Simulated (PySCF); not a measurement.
# [TaOF4]−: other functionals and bases at one geometry

The task here is to estimate one member of a computed series from the others.

Method: several levels, as the steps say, no spin–orbit coupling; program: PySCF 2.14.0.

2 further runs of the same task are left out: 1 for a known fault of the program, 1 set aside as unsound or not needed.

## Where the work starts

6 atoms, charge -1, spin multiplicity 1.

Bond lengths: Ta1–O2 1.761 Å, Ta1–F3 1.945 Å, Ta1–F4 1.945 Å, Ta1–F5 1.945 Å, Ta1–F6 1.945 Å. Angles: O2–Ta1–F3 106.3°, O2–Ta1–F4 106.3°, O2–Ta1–F5 106.3°, O2–Ta1–F6 106.3°, F3–Ta1–F4 85.5°, F3–Ta1–F5 147.3°, F3–Ta1–F6 85.5°, F4–Ta1–F5 85.5°, F4–Ta1–F6 147.3°, F5–Ta1–F6 85.5°.

Coordinates:

```
Ta    0.00000    0.00000    0.08136
O     0.00000    0.00000    1.84250
F     1.86602    0.00000   -0.46574
F     0.00000    1.86602   -0.46574
F    -1.86602    0.00000   -0.46574
F     0.00000   -1.86602   -0.46574
```

Formal oxidation states: Ta +5. An earlier session relaxed this geometry at TPSS, Ta def2-SVP with ECP60, O def2-SVP, F def2-SVP (singlet, point group C4v).

At TPSS on the finer grid: E = -531.730412 Eh, HOMO -2.55 eV, LUMO 3.15 eV, Mulliken charge on Ta1 +1.03 e, largest force component 0.030 eV/Å. 

Levels to run: B3LYP; M06-L; r2SCAN; PBE0; TPSS, TZVP; TPSS, x2c-SVP. Hardware: 2 threads of AMD EPYC 7B13 (Zen 3), shared host.

Set-up of the first run:

Input file run.py (the lines that set the calculation):

```python
mol = gto.M(atom='''
Ta     0.00000     0.00000     0.08136
O      0.00000     0.00000     1.84250
F      1.86602     0.00000    -0.46574
F      0.00000     1.86602    -0.46574
F     -1.86602     0.00000    -0.46574
F      0.00000    -1.86602    -0.46574''',
    basis={'Ta': 'def2-SVP', 'O': 'def2-SVP', 'F': 'def2-SVP'},
    ecp={'Ta': 'def2-SVP'},
    charge=-1, spin=0)
mf = dft.RKS(mol, xc='B3LYP')
mf.grids.atom_grid = (75, 302)
mf = mf.density_fit()  # fitting sets: Ta def2-universal-JKFIT, O def2-universal-JKFIT, F def2-universal-JKFIT
mf.conv_tol = 1e-08; mf.max_cycle = 55
mf.kernel(dm0)  # dm0: the density of the relaxed state
```

Launch:

```
$ OMP_NUM_THREADS=2 python run.py
```

Steps of the session up to this table: B3LYP; M06-L; r2SCAN; PBE0; TPSS, TZVP; TPSS, x2c-SVP.

One of the session's tables, all rows but one given; the rest of the session is left out.

```
              level  HOMO (eV)  gap (eV)  charge on Ta1 (e)  dipole (D)  largest force component (eV/Å)
TPSS (relaxed here)      -2.55      5.70               1.03        1.20                            0.03
              B3LYP      -3.89      7.51               1.12        1.17                            0.66
              M06-L      -2.84      6.00               1.40        1.13                            0.73
             r2SCAN      -2.93      6.03               1.16        1.15                            0.67
               PBE0      -4.23      8.06               1.20        1.17                            1.28
         TPSS, TZVP      -2.78      5.74               1.50        1.25                            0.13
      TPSS, x2c-SVP          ?         ?                  ?           ?                               ?
```

Estimate the missing values for TPSS, x2c-SVP.

As computed: HOMO (eV): -2.80; gap (eV): 5.49; charge on Ta1 (e): 0.92; dipole (D): 1.16; largest force component (eV/Å): 1.13. In the column «HOMO (eV)» it lies between M06-L (-2.84) and TPSS, TZVP (-2.78).

The dipole of a charged species depends on the origin, so these sizes hold for this origin alone.

In one basis the HOMO–LUMO gap runs from 5.70 eV (TPSS) to 8.06 eV (PBE0). The largest leftover force, 1.28 eV/Å with PBE0, stands at a geometry relaxed at another level. Total energies of different levels can't be compared.
